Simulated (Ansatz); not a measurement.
# Ba (Ba, fcc): the cost of one run

Program: Ansatz 0.2.0. Level of theory: DFT r2SCAN, plane waves (500 eV) with PAW, scalar-relativistic; the PAW data stem from PBE, with regenerated cores. These are calculated values, not measurements.

## (1) The structure to begin with

It takes space group Fm-3m (No. 225, cubic). The conventional cell has a = 6.300 Å, b = 6.300 Å, c = 6.300 Å, α = 90.00°, β = 90.00°, γ = 90.00°. Ba (site symmetry m-3m) is surrounded by 12 Ba at 4.45 Å.

Structure file:

```
Ba
1.0
     0.00000    3.14980    3.14980
     3.14980    0.00000    3.14980
     3.14980    3.14980    0.00000
Ba
1
Direct
  0.00000 0.00000 0.00000
```

## (2) Relaxing cell and atoms

input.yaml

```yaml
crystal:
  lattice:
    - [0.0, 3.1498026247, 3.1498026247]
    - [3.1498026247, 0.0, 3.1498026247]
    - [3.1498026247, 3.1498026247, 0.0]
  atoms:
    - { symbol: Ba, position: [0.0, 0.0, 0.0] }
hamiltonian:
  xc: r2scan
  pseudopotentials:
    kind: paw
    azcp:
      Ba: "pseudopotentials/Ba.paw.azcp"
basis:
  ecutwfc: 500
  fft_grid_basis: typed
kpoints:
  mp_grid: { grid: [9, 9, 9], shift: [0, 0, 0] }
magnetization:
  spin_polarized: false
scf:
  occupations: { method: fermi_dirac, width: 0.1 }
relax:
  max_steps: 60
  f_tol: 0.01
  cell: {}
output:
  write_density: true
  write_potential: true
  elf: true
  volumetric_format: npy
```

Launch:

```
> ansatz run input.yaml --threads 1 --pin off --max-ram 3584MiB --backend cpu --events-out ev --progress --plain --runs-dir out
```

Q: Estimate wall time and peak memory on 1 thread of Intel Xeon Platinum 8259CL at 2.50GHz (Skylake/Cascade Lake), shared host.

About 33 s, with a peak of 0.72 GiB.
